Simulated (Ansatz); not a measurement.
# CH5NTe: how energies converge with the basis set

Aim: see how fast density functionals converge with the basis set for CH5NTe.

Computed with Ansatz 0.2.0, Gaussian basis. Level: one geometry, several basis sets.

Levels to be run: PBE0-D4/def2-SVP; ωB97M-V/def2-SVP; PBE0-D4/def2-QZVPP; ωB97M-V/def2-QZVPP; the functionals' def2-TZVPP values are taken from earlier runs.

## 1. Structure used throughout

An earlier PBE0-D4 in a triple-zeta def2 set relaxation fixed the geometry. Te takes the def2 core potential; no spin-orbit term is included.

SMILES `NC[TeH]`, 8 atoms, charge 0, spin multiplicity 1.

Atoms are counted from 1 here; the program's logs count them from 0.

Bond lengths: N1–C2 1.439 Å, N1–H4 1.011 Å, N1–H5 1.012 Å, C2–Te3 2.168 Å, C2–H6 1.089 Å, C2–H7 1.095 Å, Te3–H8 1.660 Å. Angles: C2–N1–H4 111.6°, C2–N1–H5 111.4°, H4–N1–H5 108.8°, N1–C2–Te3 107.9°, N1–C2–H6 109.5°, N1–C2–H7 116.7°, Te3–C2–H6 107.3°, Te3–C2–H7 106.1°, H6–C2–H7 109.0°, C2–Te3–H8 93.9°.

Geometry (Å):

```xyz
8
CH5NTe
N    -0.5372    0.9247   -0.7159
C     0.3033    0.1759    0.1799
Te   -0.9228   -1.3358    1.1340
H    -0.7973    0.3781   -1.5263
H    -0.0820    1.7737   -1.0268
H     0.6750    0.8330    0.9640
H     1.1481   -0.3568   -0.2687
H     0.3053   -2.4500    1.2040
```

## 2. PBE0-D4 in def2-SVP

The input, in.yaml:

```yaml
crystal:
  periodic: [false, false, false]
  atoms:
    - {symbol: N, position_ang: [-0.537245, 0.924653, -0.715926]}
    - {symbol: C, position_ang: [0.303273, 0.175917, 0.179880]}
    - {symbol: Te, position_ang: [-0.922786, -1.335835, 1.133952]}
    - {symbol: H, position_ang: [-0.797279, 0.378114, -1.526304]}
    - {symbol: H, position_ang: [-0.081983, 1.773736, -1.026756]}
    - {symbol: H, position_ang: [0.674976, 0.833050, 0.964038]}
    - {symbol: H, position_ang: [1.148095, -0.356751, -0.268722]}
    - {symbol: H, position_ang: [0.305250, -2.449984, 1.204039]}
basis:
  gaussian: {orbitals: def2-SVP}
hamiltonian: {xc: pbe0, dispersion: d4}
output: {orbitals: {seedname: orbitals}}
```

The run is started by

```bash
$ ansatz run in.yaml --threads 2 --pin off --events-out ev --progress --plain --max-ram 4352MiB
```

The runs that follow: ωB97M-V in def2-SVP; PBE0-D4 in def2-QZVPP; ωB97M-V in def2-QZVPP.

**Question.** What will the summary of the whole plan be? Wanted: PBE0-D4: double and triple zeta above quadruple; ωB97M-V: double and triple zeta above quadruple.

**Answer**, as computed:

```
                                       quantity          value
PBE0-D4: double and triple zeta above quadruple  3.61, 0.22 eV
ωB97M-V: double and triple zeta above quadruple  3.79, 0.22 eV
```

In words: PBE0-D4 gains 3.39 eV from double to triple zeta, then 0.22 eV more. These are total energies; as a rule much of such shifts cancels in differences, which this series doesn't test. The LUMO of ωB97M-V is positive and keeps falling with the basis (1.64 to 1.01 eV): an unbound level that the basis holds in place.
